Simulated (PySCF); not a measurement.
# C6H6ClS+: NMR shifts

Aim: predict the NMR shifts of C6H6ClS+ (`Cc1cc[s+]c(Cl)c1`).

Computed with PySCF 2.14.0, with density-fitted response routines of our own, on a single molecule in the gas phase. Atoms count from 0, in the outputs and in this text.

### 1 The molecule as given

14 atoms, charge 1, multiplicity 1; geometry from: GFN2-xTB.

Bonds of the start (Å): C0–C1 1.48, C1–C2 1.41, C2–C3 1.36, C3–S4 1.70, S4–C5 1.72, C5–Cl6 1.70, C5–C7 1.38, C7–C1 1.40, C0–H8 1.09, C0–H9 1.09, C0–H10 1.09, C2–H11 1.08, C3–H12 1.08, C7–H13 1.08.

### 2 Nuclear shieldings: PBE0/pcSseg-1

What the job is given:

```
{"job": {"kind": "nmr", "xc": "PBE0", "basis": "pcSseg-1"}, "charge": 1, "multiplicity": 1}
C      1.977895     0.189516     0.099994
C      0.510576     0.023878     0.035281
C     -0.031007    -1.267436    -0.120791
C     -1.364870    -1.523122    -0.207367
S     -2.597285    -0.350591    -0.144892
C     -1.698156     1.105754     0.043168
Cl    -2.628335     2.529212     0.143630
C     -0.321464     1.141965     0.111643
H      2.389247     0.150872    -0.911497
H      2.442026    -0.622791     0.655728
H      2.260970     1.143735     0.534621
H      0.654174    -2.102720    -0.171968
H     -1.734096    -2.531799    -0.324576
H      0.139644     2.113054     0.234861
```

Method: GIAO PBE0/pcSseg-1 NMR shielding, non-relativistic, gas phase.

Predict these results of the whole session: 13C shifts against TMS (PBE0/pcSseg-1); 1H shifts against TMS (PBE0/pcSseg-1, means over atoms taken as alike); 33S shifts against CS2 (PBE0/pcSseg-1); 35Cl shifts against HCl (PBE0/pcSseg-1).

As calculated:

| quantity | value |
| --- | --- |
| 13C shifts against TMS (PBE0/pcSseg-1) | 190.4, 180.5, 164.4, 146.0, 141.3, 30.4 ppm |
| 1H shifts against TMS (PBE0/pcSseg-1, means over atoms taken as alike) | 9.33, 8.81, 8.70, 3.36 ppm |
| 33S shifts against CS2 (PBE0/pcSseg-1) | 353 ppm |
| 35Cl shifts against HCl (PBE0/pcSseg-1) | 430 ppm |

What this shows: At PBE0/pcSseg-1: The largest span, 655 ppm, is at S4, where the paramagnetic term is -903 ppm. NICS(1)zz of -20 ppm above the planar ring from C1 marks a diatropic (aromatic) ring current.
